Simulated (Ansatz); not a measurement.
# InF: one species, many methods

The task here is to estimate one member of a computed series from the others.

Method: functionals in def2-TZVPP, the program's frozen cores in correlated methods; program: Ansatz 0.2.0, Gaussian basis.

Levels to be run: LDA (SPW92), PBE-D4, revPBE-D4, BLYP-D4, r2SCAN-D4, B97M-V, PBE0-D4, B3LYP-D4, r2SCANh-D4, r2SCAN0-D4, HSE06-D4, BHLYP-D4, CAM-B3LYP-D4, LC-ωPBE, ωB97X-V, ωB97M-V, B2PLYP, PBE-QIDH; CCSD(T)/def2-SVP; CCSD(T)/def2-TZVPP; CCSD(T)/def2-QZVPP; extrapolation to the limit; RPA on PBE.

## Structure used throughout

An earlier PBE0-D4 in a triple-zeta def2 set relaxation fixed the geometry. In takes the def2 core potential; no spin-orbit term is included.

SMILES `[F][In]`, 2 atoms, charge 0, spin multiplicity 1.

Atoms are counted from 1 here; the program's logs count them from 0.

Bond lengths: F1–In2 1.994 Å.

Set-up of the first run:

File in.yaml:

```yaml
crystal:
  periodic: [false, false, false]
  atoms:
    - {symbol: F, position_ang: [0.000000, 0.000000, 0.015883]}
    - {symbol: In, position_ang: [-0.000000, -0.000000, 2.009607]}
basis:
  gaussian: {orbitals: def2-TZVPP}
hamiltonian: {xc: lda}
output: {orbitals: {seedname: orbitals}}
```

Run with:

```bash
> ansatz run in.yaml --threads 2 --pin off --events-out ev --progress --plain --max-ram 32768MiB --backend cpu
```

Steps of the session up to this table: LDA; PBE-D4 (GGA); revPBE-D4 (GGA); BLYP-D4 (GGA); r2SCAN-D4 (meta-GGA); B97M-V (meta-GGA); B3LYP-D4 (hybrid); r2SCANh-D4 (hybrid); r2SCAN0-D4 (hybrid); HSE06-D4 (hybrid); BHLYP-D4 (hybrid); CAM-B3LYP-D4 (range-separated); LC-ωPBE (range-separated); ωB97X-V (range-separated); ωB97M-V (range-separated); B2PLYP (double hybrid); PBE-QIDH (double hybrid).

One table of the session follows, with a row left open; its other results are not shown here.

It belongs to the step «Orbital energies across the functionals». 

```
  functional  HOMO (eV)  LUMO (eV)  gap (eV)
 LDA (SPW92)      -6.74      -2.43      4.31
      PBE-D4      -6.45      -2.20      4.25
   revPBE-D4          ?          ?         ?
     BLYP-D4      -6.40      -2.19      4.20
   r2SCAN-D4      -6.74      -2.01      4.72
      B97M-V      -6.52      -2.21      4.31
     PBE0-D4      -7.52      -1.57      5.95
    B3LYP-D4      -7.43      -1.84      5.59
  r2SCANh-D4      -7.15      -1.78      5.37
  r2SCAN0-D4      -7.74      -1.45      6.30
    HSE06-D4      -7.12      -1.92      5.20
    BHLYP-D4      -8.49      -1.01      7.48
CAM-B3LYP-D4      -8.85      -0.80      8.05
     LC-ωPBE      -9.91       0.22     10.13
     ωB97X-V      -9.66       0.14      9.80
     ωB97M-V      -9.65      -0.11      9.54
```

**Question.** Estimate the row for revPBE-D4.

As computed: HOMO (eV): -6.35; LUMO (eV): -2.11; gap (eV): 4.24. In the column «HOMO (eV)» it is the highest.
